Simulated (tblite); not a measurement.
# C6H12BrNSi: the cost of one run

Programs: tblite 0.8.0 and PySCF 2.14.0, with density-fitted response routines of our own. Each step states its level of theory. These are calculated values for one molecule in the gas phase, unless marked as measured. Atoms are numbered from 0 throughout.

### 1 The starting structure

21 atoms, charge 0, multiplicity 1; geometry from: force field or distance geometry start.

Bonds of the start (Å): Br0–Si1 2.28, Si1–N2 1.75, N2–C3 1.29, C3–C4 1.51, C4–C5 1.53, C5–C6 1.51, C6–C7 1.51, C7–C8 1.52, C8–C4 1.51, Si1–H9 1.48, Si1–H10 1.47, C3–H11 1.09, C4–H12 1.10, C5–H13 1.12, C5–H14 1.12, C6–H15 1.08, C6–H16 1.13, C7–H17 1.13, C7–H18 1.09, C8–H19 1.09, C8–H20 1.12.

### 2 Geometry optimisation with GFN2-xTB

What the job is given:

```
{"job": {"kind": "relax", "xc": "GFN2-xTB", "basis": "xTB"}, "charge": 0, "multiplicity": 1}
Br     3.761100    -0.605500     1.205700
Si     2.950600     1.109700    -0.063700
N      1.897400     0.525300    -1.332600
C      0.745100     0.006100    -1.098100
C      0.259800    -0.158900     0.320700
C     -0.814100     0.885700     0.621500
C     -2.125700     0.277200     0.184000
C     -1.785800    -1.114900    -0.298200
C     -0.550400    -1.416300     0.528900
H      4.127700     1.722600    -0.724400
H      2.352900     2.168600     0.762000
H      0.127600    -0.342000    -1.929800
H      1.052200    -0.121600     1.076600
H     -0.829600     1.047400     1.731000
H     -0.646900     1.837100     0.055700
H     -2.623100     0.849200    -0.589600
H     -2.785500     0.132600     1.086600
H     -2.610800    -1.850700    -0.047800
H     -1.633000    -1.198500    -1.371900
H     -0.024000    -2.313700     0.213900
H     -0.854200    -1.422400     1.610000
```

Command:

```
> OMP_NUM_THREADS=1 python probes_run.py task.json out
```

The driver reads the jobs from task.json and runs them one after another.

Q: Estimate the wall time and peak memory of this first job on 1 thread of Arm Neoverse N1, shared host.

About 3.5 s, with a peak of 0.18 GiB.
